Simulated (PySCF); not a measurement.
Molecule: FTiCl3, in a box.

```
F Ti Cl
1.0
    12.00000    0.00000    0.00000
     0.00000   13.00000    0.00000
     0.00000    0.00000   13.00000
F Ti Cl
1 1 3
Direct
  0.40954 0.48398 0.62213
  0.49118 0.48316 0.50964
  0.61606 0.37067 0.52781
  0.38513 0.44409 0.38449
  0.55846 0.63510 0.48209
```

The cell isn't the ideal one: atoms moved at random, drawn with an rms of 0.05 Å.

Base run:

| Quantity | Value |
| --- | --- |
| Program | PySCF 2.14.0 |
| Functional | revTPSS |
| Dispersion | D3 |
| Potentials or basis | pob-tzvp-rev2 (all-electron) |
| k mesh | 1 × 1 × 1 |
| Occupations | fixed |
| Spin | no spin polarisation |

Its results: gap between the frontier levels 4.15 eV.

Q: After a change of settings the same cell gave: gap between the frontier levels 3.55 eV. Which change was it?
A. functional from revTPSS to HLE16; dispersion from D3 to none
B. functional from revTPSS to PBE; dispersion from D3 to none
C. functional from revTPSS to M06-L; dispersion from D3 to D4
D. functional from revTPSS to r2SCAN; dispersion from D3 to none

A: A.

Caveats: this is a molecule in a periodic box at the Γ point, so its band gap is the HOMO-LUMO gap; the basis of atomic orbitals isn't converged, which shifts pressures, moduli and gaps.
